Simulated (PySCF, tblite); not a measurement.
# C₄H₁₀BN: a path driven as rotation about a bond, and NMR exchange

How fast is rotation about a bond in C₄H₁₀BN (`C=CB(C)NC`), and when do the exchanging lines merge?

Computed with tblite 0.8.0 (tight binding) and PySCF 2.14.0 (DFT, with response routines of our own); each step states its level. Atoms count from 0 throughout.

## 1. The molecule as given

16 atoms, charge 0, multiplicity 1; geometry from: force field or distance geometry start.

Bonds of the start (Å): B2–C3 1.58, B2–N4 1.54, C0–C1 1.35, C0–H6 1.09, C0–H7 1.08, C1–B2 1.58, C1–H8 1.07, C3–H10 1.11, C3–H11 1.12, C3–H9 1.12, C5–H13 1.10, C5–H14 1.11, C5–H15 1.12, N4–C5 1.46, N4–H12 1.04.

## 2. GFN2-xTB relaxation, start minimum

Job settings and geometry (Å):

```
{"job": {"xc": "GFN2-xTB", "basis": "xTB", "kind": "relax"}, "charge": 0, "multiplicity": 1}
C      2.346200     0.680400     0.186800
C      1.059300     0.803000    -0.209700
B      0.018100    -0.368900    -0.034200
C      0.431100    -1.783100     0.525100
N     -1.434600    -0.161400    -0.503000
C     -2.127500     0.801600     0.346800
H      3.020200     1.519500     0.047600
H      2.724200    -0.221700     0.645600
H      0.739700     1.727700    -0.646000
H     -0.447100    -2.474500     0.533400
H      1.230200    -2.226100    -0.101300
H      0.795200    -1.683600     1.576600
H     -1.403900     0.232300    -1.470000
H     -3.167800     0.911300     0.001300
H     -2.151000     0.448200     1.402800
H     -1.640200     1.804100     0.318200
```

Run with:

```
OMP_NUM_THREADS=1 python ens_run.py task.json out
```

One launch serves the whole session.

What it wrote:

```text
step      E/eV     max force
  0    -483.10193    1.618
  1    -483.20783    1.062
  2    -483.25277    0.540
  3    -483.26910    0.298
  4    -483.27603    0.227
  5    -483.27847    0.200
  6    -483.28319    0.132
  7    -483.28553    0.139
  8    -483.28810    0.127
  9    -483.28967    0.103
 10    -483.29124    0.112
 11    -483.29304    0.150
 12    -483.29568    0.152
 13    -483.29918    0.189
 14    -483.30410    0.245
 15    -483.31266    0.319
 16    -483.32607    0.572
 17    -483.34767    0.624
 18    -483.40674    0.529
 19    -483.43376    0.453
 20    -483.47165    0.696
 21    -483.48685    0.917
 22    -483.54227    0.729
 23    -483.60858    0.722
 24    -483.66902    0.541
 25    -483.75992    0.980
 26    -483.85029    1.084
 27    -483.93179    0.908
 28    -483.99325    0.654
 29    -483.95783    1.533
 30    -484.04205    0.636
 31    -484.05962    0.527
 32    -484.09057    0.490
 33    -484.12388    0.542
 34    -484.14614    0.490
 35    -484.17508    0.389
 36    -484.19508    0.352
 37    -484.21157    0.265
 38    -484.22250    0.274
 39    -484.23558    0.324
 40    -484.24986    0.292
 41    -484.26133    0.261
 42    -484.26851    0.237
 43    -484.27817    0.182
 44    -484.28575    0.159
 45    -484.29056    0.134
 46    -484.29338    0.123
 47    -484.29640    0.139
 48    -484.30012    0.171
 49    -484.30369    0.153
 50    -484.30610    0.095
 51    -484.30755    0.085
 52    -484.30864    0.071
 53    -484.30983    0.076
 54    -484.31083    0.054
 55    -484.31151    0.049
 56    -484.31199    0.049
 57    -484.31248    0.059
 58    -484.31308    0.053
 59    -484.31369    0.061
 60    -484.31423    0.068
 61    -484.31476    0.066
 62    -484.31547    0.065
 63    -484.31643    0.071
 64    -484.31746    0.093
 65    -484.31828    0.089
 66    -484.31892    0.072
 67    -484.31951    0.057
 68    -484.32003    0.053
 69    -484.32037    0.037
 70    -484.32061    0.035
 71    -484.32087    0.044
 72    -484.32127    0.059
 73    -484.32182    0.059
 74    -484.32240    0.057
 75    -484.32294    0.064
 76    -484.32349    0.062
 77    -484.32422    0.083
 78    -484.32516    0.088
 79    -484.32607    0.107
 80    -484.32680    0.106
 81    -484.32755    0.075
 82    -484.32847    0.078
 83    -484.32967    0.097
 84    -484.33090    0.104
 85    -484.33196    0.076
 86    -484.33283    0.095
 87    -484.33378    0.098
 88    -484.33478    0.076
 89    -484.33599    0.051
 90    -484.33661    0.039
 91    -484.33688    0.044
 92    -484.33717    0.039
 93    -484.33735    0.037
 94    -484.33752    0.042
 95    -484.33769    0.032
 96    -484.33793    0.032
 97    -484.33814    0.039
 98    -484.33836    0.051
 99    -484.33865    0.051
100    -484.33920    0.046
101    -484.33977    0.038
102    -484.34026    0.039
103    -484.34057    0.039
104    -484.34077    0.033
105    -484.34092    0.026
106    -484.34102    0.025
107    -484.34108    0.017
108    -484.34111    0.016
109    -484.34115    0.016
110    -484.34119    0.016
111    -484.34122    0.013
112    -484.34125    0.013
113    -484.34127    0.009
114    -484.34129    0.009
115    -484.34131    0.010
116    -484.34132    0.007
117    -484.34134    0.009
118    -484.34135    0.010
119    -484.34136    0.011
120    -484.34138    0.011
121    -484.34140    0.013
122    -484.34144    0.017
123    -484.34149    0.017
124    -484.34154    0.016
125    -484.34159    0.018
126    -484.34164    0.020
127    -484.34170    0.025
128    -484.34178    0.028
129    -484.34193    0.035
130    -484.34215    0.045
131    -484.34245    0.060
132    -484.34204    0.160
133    -484.34289    0.042
134    -484.34315    0.034
135    -484.34341    0.112
136    -484.34378    0.019
137    -484.34391    0.022
138    -484.34402    0.080
139    -484.34418    0.040
140    -484.34433    0.026
141    -484.34474    0.023
142    -484.34493    0.035
143    -484.34507    0.024
144    -484.34520    0.026
145    -484.34526    0.016
146    -484.34529    0.015
147    -484.34534    0.014
148    -484.34536    0.019
149    -484.34538    0.014
150    -484.34540    0.011
151    -484.34541    0.010
152    -484.34543    0.009
153    -484.34545    0.006
154    -484.34546    0.008
155    -484.34547    0.008
156    -484.34548    0.011
157    -484.34550    0.013
158    -484.34551    0.015
159    -484.34553    0.014
160    -484.34555    0.013
161    -484.34558    0.012
162    -484.34562    0.011
163    -484.34565    0.012
164    -484.34565    0.021
165    -484.34568    0.013
166    -484.34570    0.013
167    -484.34573    0.009
168    -484.34575    0.010
169    -484.34577    0.012
170    -484.34579    0.010
171    -484.34581    0.010
172    -484.34583    0.009
173    -484.34584    0.009
174    -484.34584    0.009
175    -484.34585    0.006
176    -484.34586    0.005
177    -484.34586    0.005
178    -484.34587    0.004
179    -484.34587    0.003
```

It took 0.69 s on 1 thread of Arm Neoverse V2, shared host.

Gain 1.244 eV; displacement 0.99 Å root mean square.

## 3. Relaxed scan, rotation

Job settings and geometry (Å):

```
{"job": {"xc": "GFN2-xTB", "basis": "xTB", "coordinate": [["t", [1, 2, 4, 5], 0.25], ["t", [1, 2, 4, 12], 0.25], ["t", [3, 2, 4, 5], 0.25], ["t", [3, 2, 4, 12], 0.25]], "kind": "drive"}, "charge": 0, "multiplicity": 1}
C      2.670498     0.337912    -0.400234
C      1.421437     0.787110    -0.437657
B      0.149229     0.064041     0.123041
C      0.200227    -1.326883     0.892279
N     -1.063289     0.707831    -0.085526
C     -2.391282     0.296885     0.301817
H      3.505033     0.887803    -0.810279
H      2.919030    -0.611861     0.045320
H      1.268893     1.755551    -0.910257
H     -0.380024    -2.088184     0.372670
H      1.209253    -1.713225     0.999372
H     -0.216798    -1.241310     1.894747
H     -1.073266     1.590373    -0.578473
H     -3.031389     0.169312    -0.576679
H     -2.340137    -0.648543     0.834455
H     -2.855015     1.042131     0.955425
```

What it wrote:

```text
point  coordinate     E/eV
  0     14.000     -484.29429
  1     28.100     -484.14550
  2     42.500     -483.92050
  3     57.300     -483.63753
  4     73.300     -483.40038
  5     89.800     -483.28972
  6    106.700     -483.40009
  7    122.500     -483.67330
  8    137.200     -483.95576
  9    151.500     -484.16755
 10    165.700     -484.29182
 11    179.800     -484.32441
```

It took 2.3 s on 1 thread of Arm Neoverse V2, shared host.

The highest point is number 5, 23.2 kcal/mol above the first.

## 4. Nudged elastic band, leg 1

The job, as its differences from that of step 3:

```diff
@@ -1,2 +1,2 @@
-{"job": {"xc": "GFN2-xTB", "basis": "xTB", "coordinate": [["t", [1, 2, 4, 5], 0.25], ["t", [1, 2, 4, 12], 0.25], ["t", [3, 2, 4, 5], 0.25], ["t", [3, 2, 4, 12], 0.25]], "kind": "drive"}, "charge": 0, "multiplicity": 1}
+{"job": {"xc": "GFN2-xTB", "basis": "xTB", "kind": "neb"}, "charge": 0, "multiplicity": 1}
 C      2.670498     0.337912    -0.400234
```

What it wrote:

```text
image   E - E0 / eV
  0       0.0000
  1       0.0497
  2       0.2649
  3       1.0562
  4       0.7018
  5       0.1992
  6       0.0143
```

It took 3.7 s on 1 thread of Arm Neoverse V2, shared host; peak memory 0.2 GiB.

The run did not converge, so its numbers are no properties of the molecule.

## 5. Saddle search, leg 1

Job settings and geometry (Å):

```
{"job": {"xc": "GFN2-xTB", "basis": "xTB", "kind": "saddle"}, "charge": 0, "multiplicity": 1}
C      2.597094     0.478490    -0.013285
C      1.370469     0.837739    -0.386003
B      0.096637    -0.057680    -0.308239
C      0.170512    -1.571753     0.166882
N     -1.176824     0.582336    -0.678156
C     -2.190305     0.701583     0.357641
H      3.446793     1.142622    -0.076395
H      2.802819    -0.505515     0.378132
H      1.237456     1.844917    -0.766030
H     -0.739578    -2.130994    -0.041145
H      1.001154    -2.104140    -0.291346
H      0.333541    -1.615773     1.244031
H     -1.587921     0.141937    -1.494017
H     -2.575425    -0.263663     0.722663
H     -1.755234     1.232610     1.204171
H     -3.031187     1.287286    -0.018904
```

What it wrote:

```text
step      E/eV     max force
  0    -483.28972   0.0278
  1    -483.28980   0.1410
  2    -483.29018   0.0378
  3    -483.29035   0.0272
  4    -483.29044   0.0350
  5    -483.29055   0.0058
  6    -483.29054   0.0453
  7    -483.29058   0.0181
  8    -483.29060   0.0209
  9    -483.29061   0.0042
lowest wavenumbers (cm-1): -285.7 36.1 77.7 163.9 169.8 208.6
```

It took 1.9 s on 1 thread of Arm Neoverse V2, shared host; peak memory 0.2 GiB.

Point group C1; 1 imaginary mode, 286i cm⁻¹, carried by H12, C5, N4, C1. Steps downhill from it reached both ends.

## 6. Saddle search, other pyramid

Job settings and geometry (Å):

```
{"job": {"xc": "GFN2-xTB", "basis": "xTB", "kind": "saddle"}, "charge": 0, "multiplicity": 1}
C      2.591209     0.473290     0.007454
C      1.370418     0.841083    -0.375980
B      0.094058    -0.052541    -0.310436
C      0.174686    -1.568312     0.158294
N     -1.181693     0.579679    -0.685719
C     -1.326129     1.027517    -2.061536
H      3.444888     1.133241    -0.042418
H      2.788869    -0.513364     0.395625
H      1.250588     1.851796    -0.750613
H     -0.764703    -2.106792     0.049594
H      0.937128    -2.117826    -0.390485
H      0.457627    -1.620457     1.209215
H     -1.403137     1.350642    -0.064281
H     -0.613508     1.814047    -2.355500
H     -1.173112     0.172423    -2.719439
H     -2.338150     1.404559    -2.215785
```

What it wrote:

```text
step      E/eV     max force
  0    -483.26338   0.2834
  1    -483.27816   0.1565
  2    -483.28122   0.0443
  3    -483.28125   0.0851
  4    -483.28148   0.0135
  5    -483.28162   0.0503
  6    -483.28160   0.0049
  7    -483.28176   0.0126
  8    -483.28194   0.0276
  9    -483.28215   0.0187
 10    -483.28215   0.0899
 11    -483.28228   0.0066
 12    -483.28246   0.0171
 13    -483.28265   0.0211
 14    -483.28287   0.0181
 15    -483.28316   0.0185
 16    -483.28346   0.0188
 17    -483.28372   0.0389
 18    -483.28407   0.0205
 19    -483.28431   0.0737
 20    -483.28426   0.0059
 21    -483.28448   0.0111
 22    -483.28464   0.0250
 23    -483.28483   0.0246
 24    -483.28511   0.0274
 25    -483.28533   0.0213
 26    -483.28553   0.0432
 27    -483.28567   0.0180
 28    -483.28542   0.1090
 29    -483.28570   0.0350
 30    -483.28579   0.0301
 31    -483.28587   0.0070
 32    -483.28589   0.0173
 33    -483.28590   0.0037
lowest wavenumbers (cm-1): -280.6 45.2 66.7 154.6 173.1 215.2
```

Run time: 3.8 s. Hardware: 1 thread of Arm Neoverse V2, shared host; peak memory 0.2 GiB.

Point group C1; 1 imaginary mode, 281i cm⁻¹, carried by H12, N4, C5, C1. Steps downhill from it reached both ends.

## 7. Shieldings, start: B3LYP/pcSseg-1

Job settings and geometry (Å):

```
{"job": {"kind": "nmr", "xc": "B3LYP", "basis": "pcSseg-1", "pop": false}, "charge": 0, "multiplicity": 1}
C      2.670498     0.337912    -0.400234
C      1.421437     0.787110    -0.437657
B      0.149229     0.064041     0.123041
C      0.200227    -1.326883     0.892279
N     -1.063289     0.707831    -0.085526
C     -2.391282     0.296885     0.301817
H      3.505033     0.887803    -0.810279
H      2.919030    -0.611861     0.045320
H      1.268893     1.755551    -0.910257
H     -0.380024    -2.088184     0.372670
H      1.209253    -1.713225     0.999372
H     -0.216798    -1.241310     1.894747
H     -1.073266     1.590373    -0.578473
H     -3.031389     0.169312    -0.576679
H     -2.340137    -0.648543     0.834455
H     -2.855015     1.042131     0.955425
```

What it wrote:

```text
coarse grid: 12696 points
cycle   1  E = -237.9400812083  dE =  4.633e-01  |g| = 5.531e-01  |ddm| = 3.348e+00
cycle   2  E = -237.9085381648  dE =  3.154e-02  |g| = 6.568e-01  |ddm| = 1.081e+00
cycle   3  E = -238.0204411556  dE = -1.119e-01  |g| = 8.621e-02  |ddm| = 6.414e-01
cycle   4  E = -238.0219387314  dE = -1.498e-03  |g| = 4.004e-02  |ddm| = 8.940e-02
cycle   5  E = -238.0223354427  dE = -3.967e-04  |g| = 6.049e-03  |ddm| = 3.067e-02
cycle   6  E = -238.0223423574  dE = -6.915e-06  |g| = 2.782e-03  |ddm| = 5.850e-03
final grid: 120752 points
cycle   7  E = -238.0660398520  dE = -3.951e-05  |g| = 9.037e-03  |ddm| = 2.726e-02
cycle   8  E = -238.0660224840  dE =  1.737e-05  |g| = 1.257e-02  |ddm| = 1.411e-02
cycle   9  E = -238.0660584315  dE = -3.595e-05  |g| = 1.611e-03  |ddm| = 8.372e-03
cycle  10  E = -238.0660590692  dE = -6.377e-07  |g| = 2.004e-04  |ddm| = 1.268e-03
cycle  11  E = -238.0660590765  dE = -7.221e-09  |g| = 1.164e-04  |ddm| = 2.405e-04
cycle  12  E = -238.0660590796  dE = -3.162e-09  |g| = 3.298e-05  |ddm| = 1.017e-04
cycle  13  E = -238.0660590799  dE = -2.387e-10  |g| = 7.356e-06  |ddm| = 2.700e-05
converged SCF energy = -238.0660590799

GIAO shielding tensors (ppm)
atom      isotropic    diamagn.    paramagn.     s11        s22        s33       span
  0 C       42.575     253.742    -211.167    -80.458     47.529    160.653    241.111
  1 C       31.843     258.584    -226.741    -88.716     28.099    156.146    244.862
  2 B       60.271     193.652    -133.381     26.345     47.152    107.317     80.972
  3 C      186.840     252.297     -65.457    177.180    184.965    198.376     21.196
  4 N      140.262     322.175    -181.913     49.820    180.405    190.560    140.740
  5 C      147.703     242.780     -95.077    125.435    138.980    178.694     53.259
  6 H       25.712      29.042      -3.330     23.187     25.042     28.906      5.719
  7 H       25.708      33.023      -7.315     22.733     24.639     29.753      7.020
  8 H       25.757      33.079      -7.322     22.237     25.406     29.628      7.391
  9 H       31.684      32.223      -0.539     27.164     30.193     37.696     10.531
 10 H       31.154      32.936      -1.781     26.505     29.758     37.200     10.695
 11 H       31.674      31.817      -0.143     27.126     30.261     37.634     10.507
 12 H       28.080      34.236      -6.157     21.146     29.342     33.751     12.604
 13 H       28.863      28.138       0.725     24.418     26.886     35.284     10.866
 14 H       28.620      30.285      -1.665     24.117     29.973     31.772      7.655
 15 H       28.868      27.732       1.136     24.423     26.899     35.283     10.860
```

Run time: 12 s. Hardware: 1 thread of Arm Neoverse V2, shared host; peak memory 0.72 GiB.

This run: HOMO -6.82 eV, LUMO -0.56 eV; dipole 1.70 D.

## 8. Shieldings, saddle of leg 1: B3LYP/pcSseg-1

Job settings and geometry (Å):

```
{"job": {"kind": "nmr", "xc": "B3LYP", "basis": "pcSseg-1", "pop": false}, "charge": 0, "multiplicity": 1}
C      2.591209     0.473290     0.007454
C      1.370418     0.841083    -0.375980
B      0.094058    -0.052541    -0.310436
C      0.174686    -1.568312     0.158294
N     -1.181693     0.579679    -0.685719
C     -2.194943     0.705551     0.349546
H      3.444888     1.133241    -0.042418
H      2.788869    -0.513364     0.395625
H      1.250588     1.851796    -0.750613
H     -0.764703    -2.106792     0.049594
H      0.937128    -2.117826    -0.390485
H      0.457627    -1.620457     1.209215
H     -1.591877     0.121729    -1.492960
H     -2.552689    -0.256844     0.747902
H     -1.772576     1.275505     1.176708
H     -3.050990     1.254262    -0.045727
```

What it wrote:

```text
coarse grid: 12696 points
cycle   1  E = -237.8890598743  dE =  4.230e-01  |g| = 5.883e-01  |ddm| = 3.372e+00
cycle   2  E = -237.8416173487  dE =  4.744e-02  |g| = 7.365e-01  |ddm| = 1.498e+00
cycle   3  E = -237.9744808371  dE = -1.329e-01  |g| = 1.048e-01  |ddm| = 9.603e-01
cycle   4  E = -237.9768730815  dE = -2.392e-03  |g| = 3.871e-02  |ddm| = 1.129e-01
cycle   5  E = -237.9772333679  dE = -3.603e-04  |g| = 1.192e-02  |ddm| = 3.374e-02
cycle   6  E = -237.9772643196  dE = -3.095e-05  |g| = 3.634e-03  |ddm| = 1.224e-02
cycle   7  E = -237.9772673089  dE = -2.989e-06  |g| = 2.448e-04  |ddm| = 3.059e-03
final grid: 120752 points
cycle   8  E = -238.0201330984  dE = -3.556e-05  |g| = 7.695e-03  |ddm| = 2.442e-02
cycle   9  E = -238.0201273774  dE =  5.721e-06  |g| = 9.145e-03  |ddm| = 1.463e-02
cycle  10  E = -238.0201474300  dE = -2.005e-05  |g| = 5.874e-04  |ddm| = 8.357e-03
cycle  11  E = -238.0201474947  dE = -6.464e-08  |g| = 2.107e-04  |ddm| = 7.369e-04
cycle  12  E = -238.0201475041  dE = -9.430e-09  |g| = 3.731e-05  |ddm| = 1.938e-04
cycle  13  E = -238.0201475043  dE = -2.159e-10  |g| = 2.244e-05  |ddm| = 4.115e-05
converged SCF energy = -238.0201475043

GIAO shielding tensors (ppm)
atom      isotropic    diamagn.    paramagn.     s11        s22        s33       span
  0 C       29.104     254.171    -225.067   -103.458     31.359    159.412    262.869
  1 C       25.866     257.234    -231.369    -94.528     17.919    154.206    248.734
  2 B       25.574     190.176    -164.601    -32.223     12.512     96.435    128.658
  3 C      175.509     254.930     -79.421    153.063    183.532    189.930     36.867
  4 N      208.850     320.224    -111.373    147.014    197.522    282.014    135.000
  5 C      149.599     242.947     -93.347    121.342    147.555    179.901     58.559
  6 H       25.040      28.827      -3.787     22.074     24.963     28.084      6.010
  7 H       25.162      32.818      -7.655     21.600     24.785     29.103      7.503
  8 H       25.146      32.414      -7.268     21.318     24.847     29.274      7.956
  9 H       31.110      32.717      -1.607     27.310     30.870     35.149      7.840
 10 H       30.847      32.156      -1.309     26.721     30.143     35.676      8.955
 11 H       31.079      32.655      -1.576     27.306     29.645     36.285      8.979
 12 H       32.450      33.075      -0.625     25.331     30.368     41.650     16.319
 13 H       28.817      29.646      -0.829     23.926     27.950     34.576     10.649
 14 H       29.564      30.069      -0.505     25.557     27.731     35.405      9.848
 15 H       28.663      27.684       0.979     24.391     27.055     34.542     10.151
```

Wall time 11 s (1 thread of Arm Neoverse V2, shared host); peak memory 0.74 GiB.

This run: HOMO -5.75 eV, LUMO -1.72 eV; dipole 0.82 D.

(Part 1 of 2 ends here.)
